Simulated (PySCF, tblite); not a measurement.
# C6H7BFN: geometry, infrared bands and NMR shifts

Wanted: the infrared bands and NMR shifts of C6H7BFN (`NB(F)c1ccccc1`), by calculation.

The runs use tblite 0.8.0 and PySCF 2.14.0, with density-fitted response routines of our own; the level of theory stands in each step. All values are computed, except where a source is named. Atoms count from 0, in the outputs and in this text.

## (1) The molecule as given

16 atoms, charge 0, multiplicity 1; geometry from: force field or distance geometry start.

Bonds of the start (Å): N0–B1 1.54, B1–F2 1.45, B1–C3 1.57, C3–C4 1.39, C4–C5 1.40, C5–C6 1.40, C6–C7 1.39, C7–C8 1.38, C8–C3 1.37, N0–H9 1.04, N0–H10 1.04, C4–H11 1.08, C5–H12 1.08, C6–H13 1.08, C7–H14 1.10, C8–H15 1.07.

## (2) Optimising the geometry with GFN2-xTB

What the job is given:

```
{"job": {"kind": "relax", "xc": "GFN2-xTB", "basis": "xTB"}, "charge": 0, "multiplicity": 1}
N      2.888500    -0.392300     0.253100
B      1.835400    -0.163100    -0.852500
F      2.178000     0.657500    -2.003500
C      0.340200    -0.109100    -0.379300
C     -0.332000    -1.288900    -0.063900
C     -1.666400    -1.170200     0.339500
C     -2.262100     0.089700     0.436600
C     -1.554900     1.244600     0.137000
C     -0.242300     1.126300    -0.274800
H      3.574900     0.382300     0.307600
H      2.384100    -0.424700     1.159800
H      0.115400    -2.270600    -0.140200
H     -2.216600    -2.069800     0.593100
H     -3.294700     0.109900     0.764600
H     -2.020600     2.242800     0.206200
H      0.265400     2.044400    -0.494600
```

The run is started by

```bash
> OMP_NUM_THREADS=1 python probes_run.py task.json out
```

The driver reads the jobs from task.json and runs them one after another.

**Question.** This job is followed by: GFN2-xTB harmonic vibrations, gas phase; GIAO PBE0/pcSseg-1 NMR shielding, non-relativistic, gas phase. Predict these results of the whole session: strongest single infrared mode (GFN2-xTB); zero-point energy (GFN2-xTB); 13C shifts against TMS (PBE0/pcSseg-1, means over atoms taken as alike); 1H shifts against TMS (PBE0/pcSseg-1, means over atoms taken as alike); 15N shifts against NH3 (PBE0/pcSseg-1); 11B shifts against BF3·OEt2 (PBE0/pcSseg-1); 19F shifts against CFCl3 (PBE0/pcSseg-1).

The runs gave:

| quantity | value |
| --- | --- |
| strongest single infrared mode (GFN2-xTB) | 1244 cm⁻¹, 296 km/mol |
| zero-point energy (GFN2-xTB) | 75.7 kcal/mol |
| 13C shifts against TMS (PBE0/pcSseg-1, means over atoms taken as alike) | 139.4, 136.7, 136.4, 133.0 ppm |
| 1H shifts against TMS (PBE0/pcSseg-1, means over atoms taken as alike) | 7.98, 7.73, 7.68, 3.52 ppm |
| 15N shifts against NH3 (PBE0/pcSseg-1) | 74.7 ppm |
| 11B shifts against BF3·OEt2 (PBE0/pcSseg-1) | 27.8 ppm |
| 19F shifts against CFCl3 (PBE0/pcSseg-1) | -131.9 ppm |

What this shows: The optimisation took 107 steps and gained 1.248 eV; among the close pairs (by a distance rule), N0–B1 changed most, from 1.544 to 1.388 Å. No mode is imaginary among the 42: a minimum at this level. The strongest single mode, at 1244 cm⁻¹, moves mainly B1. GFN2-xTB is a fitted tight-binding method: band positions and strengths are rough. Its intensities can rank the bands wrongly. At PBE0/pcSseg-1: The widest tensor belongs to F2: span 273 ppm, with a paramagnetic part of -166 ppm. NICS(1)zz of -29 ppm above the planar ring from C3 marks a diatropic (aromatic) ring current.
